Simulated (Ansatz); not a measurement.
# SiNi3: the cost of one run

Computed with Ansatz 0.2.0 (DFT PBE, scalar-relativistic, plane waves, PAW, unless a step's input says otherwise).

The COD entry's cell or inner coordinates are ideal or old and differ from later refinements, so a difference from it is no clean test against experiment.

1 further run of the same task is left out (set aside as unsound or not needed).

### Step 1. The structure to begin with

The structure is cubic, space group Pm-3m (No. 221). The conventional cell has a = 3.506 Å, b = 3.506 Å, c = 3.506 Å, α = 90.00°, β = 90.00°, γ = 90.00°. Si (site symmetry m-3m) has 12 Ni at 2.48 Å as nearest neighbours. Ni (site symmetry 4/mmm) is surrounded by 4 Si at 2.48 Å and 8 Ni at 2.48 Å.

Structure file:

```
CELL_PARAMETERS angstrom
3.50627 0.00000 0.00000
0.00000 3.50627 0.00000
0.00000 0.00000 3.50627
ATOMIC_POSITIONS crystal
Si 0.00000 0.00000 0.00000
Ni 0.00000 0.50000 0.50000
Ni 0.50000 0.00000 0.50000
Ni 0.50000 0.50000 0.00000
```

This cell was relaxed beforehand with the same method: volume 10.78 Å³/atom, gap on the mesh none (metal).

### Step 2. Bands, states and charges

Input file input.yaml:

```yaml
crystal:
  lattice:
    - [3.5062675424, 0.0, 0.0]
    - [0.0, 3.5062675424, 0.0]
    - [0.0, 0.0, 3.5062675424]
  atoms:
    - { symbol: Si, position: [0.0, 0.0, 0.0] }
    - { symbol: Ni, position: [0.0, 0.5, 0.5] }
    - { symbol: Ni, position: [0.5, 0.0, 0.5] }
    - { symbol: Ni, position: [0.5, 0.5, 0.0] }
basis:
  ecutwfc: 420
kpoints:
  mp_grid: { grid: [12, 12, 12] }
  band_path:
    path:
      - [[0.0, 0.0, 0.0], [0.0, 0.5, 0.0], [0.5, 0.5, 0.0], [0.0, 0.0, 0.0], [0.5, 0.5, 0.5], [0.0, 0.5, 0.0]]
      - [[0.5, 0.5, 0.5], [0.5, 0.5, 0.0]]
    npoints: 14
hamiltonian:
  xc: pbe
scf:
  occupations: { method: gaussian, width: 0.1 }
  n_extra_bands: 10
output:
  forces: true
  stress: true
  eigenvalues: true
  populations: true
  dos: { projected: true, de: 0.02, nscf_kmesh: { grid: [18, 18, 18] } }
  bader: true
  write_density: true
  write_potential: true
  elf: true
  volumetric_format: npy
```

Run with:

```bash
> ansatz run input.yaml --threads 1 --pin off --max-ram 2560MiB --backend cpu --events-out ev --progress --plain --runs-dir out
```

What time and memory should one allow on 1 thread of an Arm CPU, shared host?

About 52 s, with a peak of 0.44 GiB.
